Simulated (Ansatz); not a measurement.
# CsB: the cost of one run

Method: DFT PBE, scalar-relativistic, plane waves, PAW, in Ansatz 0.2.0.

## Step 1: The system as given

The structure is hexagonal, space group P-6m2 (No. 187). Conventional cell: a = 5.146 Å, b = 5.146 Å, c = 5.660 Å, α = 90.00°, β = 90.00°, γ = 120.00°. Cs (site symmetry -6m2) is surrounded by 6 B at 4.10 Å. B (site symmetry -6m2) has 6 Cs at 4.10 Å as nearest neighbours.

Coordinates:

```xyz
2
Lattice="5.1457 0.0000 0.0000 -2.5729 4.4563 0.0000 0.0000 0.0000 5.6603" Properties=species:S:1:pos:R:3 pbc="T T T"
Cs    0.0000    2.9709    2.8301
B     0.0000    0.0000    0.0000
```

Recipe of the guess: close-packed layers stacked AB|A (P-6m2, No. 187). Its size is a rough estimate.

## Step 2: A first look at the guess

The input, input.yaml:

```yaml
crystal:
  lattice:
    - [5.14572358, 0.0, 0.0]
    - [-2.57286179, 4.45632734, 0.0]
    - [0.0, 0.0, 5.66029594]
  atoms:
    - { symbol: Cs, position: [0.33333333, 0.66666667, 0.5] }
    - { symbol: B, position: [0.0, 0.0, 0.0] }
basis:
  ecutwfc: 420
kpoints:
  mp_grid: { grid: [6, 6, 4] }
hamiltonian:
  xc: pbe
scf:
  occupations: { method: gaussian, width: 0.1 }
  lower_state_search: "off"
output:
  forces: true
  stress: true
  eigenvalues: true
```

On the command line:

```console
> ansatz run input.yaml --threads 1 --pin off --max-ram 2048MiB --backend cpu --events-out ev --progress --plain --runs-dir out
```

What time and memory should one allow on 1 thread of Arm Neoverse V1, shared host?

About 3.2 s, with a peak of 0.35 GiB.
